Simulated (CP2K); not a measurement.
Runs of CP2K 2026.2 on MgB. The structure is cubic, space group Pm-3m (No. 221). Conventional cell: a = 2.895 Å, b = 2.895 Å, c = 2.895 Å, α = 90.00°, β = 90.00°, γ = 90.00°. Mg (site symmetry m-3m) has 8 B at 2.51 Å as nearest neighbours. Around B (site symmetry m-3m) lie 8 Mg at 2.51 Å. The cell was built by a generator and needn't be a form met in nature.

```tsv
level	potentials or basis	smearing	EPS_DEFAULT	NGRIDS	points a segment of the path (NPOINTS)	bands added on the path	gap on the mesh (eV)	pressure (GPa)
PBEsol	POTENTIAL_UZH Mg GTH-PBE-q10, B GTH-PBE-q3; TZVP-MOLOPT-PBE-GTH basis	fermi-dirac 0.05 eV	1.0E-10	5	6	2	none	(a)
r2SCAN	POTENTIAL_UZH Mg GTH-SCAN-q10, B GTH-SCAN-q3; TZVP-MOLOPT-SCAN-GTH basis	fermi-dirac 0.05 eV	1.0E-10	4	10	4	none	0.0
PBE	POTENTIAL_UZH Mg GTH-PBE-q10, B GTH-PBE-q3; TZVP-MOLOPT-PBE-GTH basis	fermi-dirac 0.0259 eV	1.0E-9	5	10	4	none	2.6
LDA	GTH_POTENTIALS Mg GTH-PADE-q10, B GTH-PADE-q3; TZVP-MOLOPT-PBE-GTH basis	fermi-dirac 0.05 eV	1.0E-9	4	6	2	none	-2.4
```

Alike in all rows: task band structure; no spin polarisation; cell as given; k mesh 9 × 9 × 9.

Problem. Estimate the missing entries.

Solution. (a) 0.8.

Caveats: the basis of atomic orbitals isn't converged, which shifts pressures, moduli and gaps; the potentials were made for another functional, which shifts forces and pressure (some runs).

A gap of «none» marks a metal or a gap under the smearing width.
